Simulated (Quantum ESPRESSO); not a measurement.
This Quantum ESPRESSO 7.5 run on C3ONH3 needs a look.

pw.in

```
&CONTROL
  calculation = 'scf'
  prefix = 'pwscf'
  outdir = './tmp'
  pseudo_dir = './pseudo'
  tprnfor = .true.
  disk_io = 'nowf'
/
&SYSTEM
  ibrav = 0
  nat = 8
  ntyp = 4
  ecutwfc = 84
  nbnd = 23
  input_dft = 'XC-000I-000I-120L-135L-000I-000I'
  occupations = 'smearing'
  smearing = 'gaussian'
  degauss = 0.00073499
  nspin = 2
  starting_magnetization(1) = 0.125
  starting_magnetization(2) = 0
  starting_magnetization(3) = 0
  starting_magnetization(4) = 0
  tot_magnetization = 2
  assume_isolated = 'mt'
  noncolin = .true.
/
&ELECTRONS
  conv_thr = 1.6d-09
  electron_maxstep = 50
  mixing_beta = 0.3
/
ATOMIC_SPECIES
C     12.0110 C.upf
O     15.9990 O.upf
N     14.0070 N.upf
H      1.0080 H.upf
CELL_PARAMETERS angstrom
  13.0000000000    0.0000000000    0.0000000000
   0.0000000000   13.0000000000    0.0000000000
   0.0000000000    0.0000000000   11.0000000000
ATOMIC_POSITIONS crystal
C      0.4693192300    0.5668038500    0.5318227300
C      0.5512653800    0.5103961500    0.4971409100
O      0.5158961500    0.4190653800    0.4540772700
C      0.4131423100    0.4257192300    0.4653863600
N      0.3806884600    0.5109038500    0.5106590900
H      0.4674423100    0.6430576900    0.5702409100
H      0.6332423100    0.5218500000    0.4965227300
H      0.3687576900    0.3601730800    0.4359409100
K_POINTS gamma
```

Potentials or basis: PseudoDojo 0.4.1 SR PBE standard.

Run with:

```console
$ OMP_NUM_THREADS=1 pw.x -in pw.in > pw.out
```

pw.out:

```text
This program is part of the open-source Quantum ESPRESSO suite
     for quantum simulation of materials; please cite
         "P. Giannozzi et al., J. Phys.:Condens. Matter 21 395502 (2009);
         "P. Giannozzi et al., J. Phys.:Condens. Matter 29 465901 (2017);
         "P. Giannozzi et al., J. Chem. Phys. 152 154105 (2020);
     in publications or presentations arising from this work. More details at

 %%%%%%%%%%%%%%%%%%%%%%%%%%%%%%%%%%%%%%%%%%%%%%%%%%%%%%%%%%%%%%%%%%%%%%%%%%%%%%
     Error in routine iosys (1):
     noncolin .and. nspin==2 are conflicting flags
 %%%%%%%%%%%%%%%%%%%%%%%%%%%%%%%%%%%%%%%%%%%%%%%%%%%%%%%%%%%%%%%%%%%%%%%%%%%%%%

     stopping ...
```

**Question.** What happened, and what is wrong with the input?

**Answer.** The input was rejected before any iteration. The input holds a flaw that was put in on purpose: collinear and non-collinear spin both asked (nspin = 2; noncolin = yes).
